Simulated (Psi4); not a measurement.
# C3H9Al (trimethylaluminium (TMA)) at wB97X-V/def2-SVP

What is the vertical ionisation energy of C3H9Al (trimethylaluminium (TMA)) at wB97X-V/def2-SVP? 

The calculation is run with Psi4 1.11.

## (1) The system as given

C3H9Al has 13 atoms, charge 0, and is taken as a singlet. As SMILES, `[CH3][Al]([CH3])[CH3]`. The coordinates come from a PBE0-D4/def2-TZVP relaxation.

Bond lengths: C1–Al2 1.959 Å, Al2–C3 1.959 Å, Al2–C4 1.959 Å, C1–H5 1.094 Å, C1–H6 1.097 Å, C1–H7 1.094 Å, C3–H8 1.094 Å, C3–H9 1.094 Å, C3–H10 1.097 Å, C4–H11 1.094 Å, C4–H12 1.097 Å, C4–H13 1.094 Å. Some angles: C1–Al2–C3 120.0°, C1–Al2–C4 119.9°, C3–Al2–C4 120.0°, Al2–C1–H5 112.7°, Al2–C1–H6 109.9°, Al2–C1–H7 112.7°, Al2–C3–H8 112.6°, Al2–C3–H9 112.7°, Al2–C3–H10 109.9°, Al2–C4–H11 112.7°.

## (2) The energy at wB97X-V/def2-SVP

Contents of job.json:

```json
{
 "schema_name": "qcschema_input",
 "schema_version": 1,
 "molecule": {
  "schema_name": "qcschema_molecule",
  "schema_version": 2,
  "symbols": ["C", "Al", "C", "C", "H", "H", "H", "H", "H", "H", "H", "H", "H"],
  "geometry": [-0.93371368, 3.22032008, -1.56384285, 0.0759103, -0.00676522, -0.05841143, 2.3080548, -0.05140055, 2.89373761, -1.29690014, -3.17589262, -1.38944003, 0.49767827, 4.69247343, -1.32862864, -2.65574551, 3.92084156, -0.64541706, -1.36799164, 3.05797371, -3.57800744, 3.62251049, 1.54337712, 2.92166777, 3.4065337, -1.79614689, 3.03705444, 1.18455592, 0.08222198, 4.63141638, -1.71934842, -3.07416867, -3.41006748, -3.08250236, -3.62789621, -0.43707476, -0.03902284, -4.78493773, -1.0729676],
  "molecular_charge": 0,
  "molecular_multiplicity": 1,
  "fix_symmetry": "c1",
  "fix_com": true,
  "fix_orientation": true
 },
 "driver": "energy",
 "model": {
  "method": "wb97x-v",
  "basis": "def2-SVP"
 },
 "keywords": {
  "puream": true,
  "e_convergence": 1e-09,
  "d_convergence": 1e-08,
  "scf_type": "pk",
  "dft_radial_points": 99,
  "dft_spherical_points": 590
 }
}
```

Started as:

```sh
$ psi4 --qcschema job.json -n 1 --memory 1600MB
```

stdout, cut to the lines that bear on the results:

```text
[...]
  Running in c1 symmetry.
[...]
  Nuclear repulsion =  151.162172790346943
[...]
  Multiplicity = 1
[...]
  Nalpha       = 20
  Nbeta        = 20
[...]
    Number of basis functions: 105
[...]
   @RKS iter   1:  -361.59951297318656   -7.49397e-01   7.60640e-03 ADIIS/DIIS
[...]
   @RKS iter  10:  -361.93994201474914   -2.38742e-12   4.94856e-09 DIIS
[...]
    Orbital Energies [Eh]
    ---------------------
    Doubly Occupied:
       1A    -56.022906     2A    -10.243613     3A    -10.243600
       4A    -10.243536     5A     -4.212923     6A     -2.766231
       7A     -2.756234     8A     -2.756234     9A     -0.798878
      10A     -0.782817    11A     -0.782788    12A     -0.495425
      13A     -0.495400    14A     -0.494942    15A     -0.482803
      16A     -0.482740    17A     -0.476583    18A     -0.475542
      19A     -0.364085    20A     -0.364081
[...]
  @RKS Final Energy:  -361.93994201474914
   => Energetics <=
    Nuclear Repulsion Energy =            151.1621727903469434
    One-Electron Energy =                -796.7165585136497157
    Two-Electron Energy =                 310.4570621119346470
    DFT Exchange-Correlation Energy =     -27.0038171078963920
    Empirical Dispersion Energy =           0.0000000000000000
    VV10 Nonlocal Energy =                  0.1611987045153657
    Total Energy =                       -361.9399420147491355
[...]
 Multipole Moments:
 ------------------------------------------------------------------------------------
     Multipole            Electronic (a.u.)      Nuclear  (a.u.)        Total (a.u.)
 ------------------------------------------------------------------------------------
 L = 1.  Multiply by 2.5417464519 to convert [e a0] to [Debye]
 Dipole X            :         -1.3076624            1.2981474           -0.0095150
 Dipole Y            :          0.1168895           -0.1160481            0.0008414
 Dipole Z            :          1.0060188           -0.9986446            0.0073742
 Magnitude           :                                                    0.0120674
[...]
```

The result, in JSON:

```text
{
 "driver": "energy",
 "model": {
  "method": "wb97x-v",
  "basis": "def2-SVP"
 },
 "success": true,
 "return_result": -361.93994201474914,
 "properties": {
  "calcinfo_nbasis": 105,
  "calcinfo_nmo": 105,
  "calcinfo_nalpha": 20,
  "calcinfo_nbeta": 20,
  "calcinfo_natom": 13,
  "nuclear_repulsion_energy": 151.16217279034694,
  "return_energy": -361.93994201474914,
  "scf_one_electron_energy": -796.7165585136497,
  "scf_two_electron_energy": 310.45706211193465,
  "scf_vv10_energy": 0.16119870451536567,
  "scf_xc_energy": -27.003817107896392,
  "scf_dipole_moment": [-0.009514992451603588, 0.0008413688665398489, 0.007374224739773005],
  "scf_total_energy": -361.93994201474914,
  "scf_iterations": 10
 }
}
```

Wall time 3.6 min (1 thread of Intel Xeon 6975P-C (Granite Rapids), shared host); peak memory 0.83 GiB.

## (3) The doublet cation at the same level

Contents of c3h9al_ase.py:

```python
import numpy as np
from ase.calculators.psi4 import Psi4
from ase import Atoms

mol = Atoms(['C', 'Al', 'C', 'C', 'H', 'H', 'H', 'H', 'H', 'H', 'H', 'H', 'H'], positions=[
    [-0.494100, 1.704120, -0.827550],
    [0.040170, -0.003580, -0.030910],
    [1.221370, -0.027200, 1.531300],
    [-0.686290, -1.680610, -0.735260],
    [0.263360, 2.483150, -0.703080],
    [-1.405360, 2.074820, -0.341540],
    [-0.723910, 1.618210, -1.893400],
    [1.916950, 0.816720, 1.546080],
    [1.802660, -0.950480, 1.607140],
    [0.626840, 0.043510, 2.450840],
    [-0.909840, -1.626780, -1.804530],
    [-1.631190, -1.919800, -0.231290],
    [-0.020650, -2.532080, -0.567790],
])
calc = Psi4(atoms=mol, method='wb97x-v', basis='def2-SVP', memory='1600MB', num_threads=1, charge=1, multiplicity=2, label='c3h9al', reference='uks')
calc.psi4.set_options({'puream': True, 'e_convergence': 1e-09, 'd_convergence': 1e-08, 'scf_type': 'pk', 'dft_radial_points': 99, 'dft_spherical_points': 590, 'maxiter': 100})
mol.calc = calc

print(f'energy: {mol.get_potential_energy():.6f} eV')
```

Started as:

```sh
$ python c3h9al_ase.py
```

c3h9al.dat, cut to the lines that bear on the results:

```text
[...]
  Running in c1 symmetry.
[...]
  Nuclear repulsion =  151.162172692040230
[...]
  Multiplicity = 2
[...]
  Nalpha       = 20
  Nbeta        = 19
[...]
    Number of basis functions: 105
[...]
   @UKS iter   1:  -361.35963936205184   -5.09523e-01   5.92827e-03 ADIIS/DIIS
[...]
   @UKS iter  29:  -361.57819569351670   -1.54614e-11   3.74459e-09 DIIS
[...]
   @S^2 Observed:                7.668090533E-01
[...]
    Orbital Energies [Eh]
    ---------------------
    Alpha Occupied:
       1A    -56.279543     2A    -10.506435     3A    -10.506356
       4A    -10.416120     5A     -4.467441     6A     -3.018489
       7A     -3.016129     8A     -3.008242     9A     -1.046797
      10A     -1.033574    11A     -0.956086    12A     -0.736942
      13A     -0.728506    14A     -0.723226    15A     -0.722586
      16A     -0.719392    17A     -0.662205    18A     -0.650614
      19A     -0.637271    20A     -0.566799
    Alpha Virtual:
      21A     -0.142776    22A     -0.093375    23A     -0.021861
      24A     -0.019052    25A      0.011730    26A      0.022951
[...]
  @UKS Final Energy:  -361.57819569351670
   => Energetics <=
    Nuclear Repulsion Energy =            151.1621726920402295
    One-Electron Energy =                -787.5762529009313084
    Two-Electron Energy =                 301.5205345949264029
    DFT Exchange-Correlation Energy =     -26.8431520218911537
    Empirical Dispersion Energy =           0.0000000000000000
    VV10 Nonlocal Energy =                  0.1585019423390926
    Total Energy =                       -361.5781956935167045
[...]
 Multipole Moments:
 ------------------------------------------------------------------------------------
     Multipole            Electronic (a.u.)      Nuclear  (a.u.)        Total (a.u.)
 ------------------------------------------------------------------------------------
 L = 1.  Multiply by 2.5417464519 to convert [e a0] to [Debye]
 Dipole X            :          0.5119489           -0.2690194            0.2429295
 Dipole Y            :         -0.9280014            0.0240549           -0.9039465
 Dipole Z            :          0.2471614            0.2069712            0.4541327
 Magnitude           :                                                    1.0403704
[...]
```

On the terminal:

```text
energy: -9839.043861 eV
```

It took 9.9 min on 1 thread of Intel Xeon 6975P-C (Granite Rapids), shared host; peak memory 0.84 GiB.

## (4) Results

Level: wB97X-V/def2-SVP.

```
                                          quantity          value
                      singlet C3H9Al: total energy  -361.93994 Eh
                     singlet C3H9Al: dipole moment         0.03 D
                       singlet C3H9Al: HOMO energy       -9.91 eV
                       singlet C3H9Al: LUMO energy        1.60 eV
                     singlet C3H9Al: HOMO–LUMO gap       11.51 eV
                      doublet cation: total energy  -361.57820 Eh
doublet cation: HOMO energy (highest over α and β)      -14.93 eV
 doublet cation: LUMO energy (lowest over α and β)       -9.78 eV
                              doublet cation: ⟨S²⟩          0.767
vertical ionisation energy (to the doublet cation)       9.844 eV
```

Removing an electron at fixed nuclei costs 9.84 eV (227 kcal/mol). The negative HOMO energy of the first species, 9.91 eV, lies 0.06 eV above that difference.
